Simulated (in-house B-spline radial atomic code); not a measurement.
# Mn³⁺: ionisation energy by several methods

An exercise on one series of results from a longer session: the logs are not shown, and one member is left open.

The numbers are computed with in-house B-spline radial atomic code version 1 (scalar-relativistic (X2C), several functionals, spin-polarised, exact exchange averaged over the configuration; spherical all-electron atom at the radial basis limit), except any that are marked as measured or tabulated.

**What is computed**

```
element       : manganese (Z = 25)
charge        : +3
electrons     : 22
configuration : [Ar] 3d4
nucleus       : Fermi, rms radius 3.706 fm
```

The outer shells:

[Ar] 3d4
```
[Ar] core
3d [↑ ][↑ ][↑ ][↑ ][  ]
```

Where spins are not typed, each open shell is filled with up spins first.

The first run:

Input settings:

```ini
Z = 25
electrons = 22.0
configuration = [Ar] 3d4
hamiltonian = x2c
method = r2scan0
spin_polarised = True
nucleus = fermi
rms_radius = 3.7057
mass_number = 55
atomic_mass = 54.93804304
speed_of_light = 137.035999084
exact_exchange = averaged over the configuration
```

Command:

```sh
python run_scf.py task.json out
```

One command runs all members of the session, one after another, from task.json.

Among the steps run: r2SCAN0, a global hybrid; BHandHLYP, a global hybrid; CAM-B3LYP, a range-separated hybrid; M06-2X, a global hybrid; ωB97X, a range-separated hybrid.

One of the session's tables, all rows but one given; the rest of the session is left out.

| method | ΔSCF (eV) |
| --- | --- |
| r2SCAN0 | 52.485 |
| BHandHLYP | ? |
| M06-2X | 51.739 |
| CAM-B3LYP | 52.306 |
| ωB97X | 51.855 |

Q: Estimate the row for BHandHLYP from the others.

**Answer.** ΔSCF (eV): 52.046. In the column «ΔSCF (eV)» it lies between ωB97X (51.855) and CAM-B3LYP (52.306).
